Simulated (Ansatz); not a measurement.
The same path of a periodic cell of 17 atoms, HC₁₆ (host C, host structure diamond, interstitial H), cell charge +1 was run twice with different band settings. Lost on the way: C9–H17, C14–H17. Made: C6–H17, C13–H17.

All numbers below come from DFT PBE, scalar-relativistic, plane waves, PAW in Ansatz 0.2.0. Settings: PAW set soft_1, cutoff 420 eV, k mesh 3x3x3, fermi-dirac smearing 0.02 eV, no spin polarisation.

Relaxed end points:

```xyz
17
Lattice="0.0000 3.5700 3.5700 3.5700 0.0000 3.5700 3.5700 3.5700 0.0000" Properties=species:S:1:pos:R:3
C -0.003 -0.032 -0.034
C 0.925 0.824 0.854
C 1.787 1.761 -0.046
C 2.673 2.650 0.848
C 1.799 -0.029 1.766
C 2.689 0.871 2.642
C 3.564 1.762 1.739
C 4.457 2.651 2.624
C 0.060 1.694 1.826
C 0.892 2.656 2.643
C 1.769 3.541 1.723
C 2.646 4.441 2.612
C 1.769 1.756 3.520
C 2.586 2.718 4.352
C 3.558 3.588 3.487
C 4.446 4.444 4.415
H 3.651 2.205 4.330
```

```xyz
17
Lattice="0.0000 3.5700 3.5700 3.5700 0.0000 3.5700 3.5700 3.5700 0.0000" Properties=species:S:1:pos:R:3
C 0.033 -0.066 0.034
C 0.895 0.872 0.933
C 1.779 1.761 0.039
C 2.673 2.649 0.922
C 1.753 -0.019 1.845
C 2.736 0.806 2.631
C 3.568 1.768 1.817
C 4.446 2.652 2.735
C -0.006 1.761 1.832
C 0.906 2.651 2.691
C 1.794 3.552 1.815
C 2.670 4.443 2.718
C 1.693 1.830 3.677
C 2.664 2.697 4.539
C 3.552 3.555 3.612
C 4.443 4.438 4.509
H 2.743 1.280 3.710
```

Common settings: climbing image yes; spring 5.0 eV/Å²; end points relaxed.

| run | movable images | optimiser | start path | force threshold | iteration limit |
| --- | --- | --- | --- | --- | --- |
| 1 | 5 | lbfgs | IDPP | 0.03 eV/Å | 45 |
| 2 | 3 | quadratic models (default) | default | 0.2 eV/Å | 50 |

(1) What does each run give, and how far can it be trusted?

## Answers

(1) Run 1: converged after 25 iterations, highest image 0.044 eV above the first end. The profile has 3 maxima (images 1, 3, 5) with wells between them (images 2, 4): this band takes more than one step, which may be the mechanism or a detour left from its start path. By the program's own check the climbing image is of a kind that is not told: the force calls were inconclusive, a negative curvature could not be distinguished from the path's own, the only one lies far off the path, or fixed occupations may fill a level only in part (lowest curvatures found: -2.69 and 0.73 eV/Å²).
Run 2: converged after 12 iterations, highest image 0.017 eV above the first end. The threshold of 0.2 eV/Å is loose, so the images may lie well off the minimum-energy path. The order of the stationary point at the top wasn't checked.
Limits of this set-up: a small cell, in which the defect meets its images, charged cell in a uniform background, uncorrected.
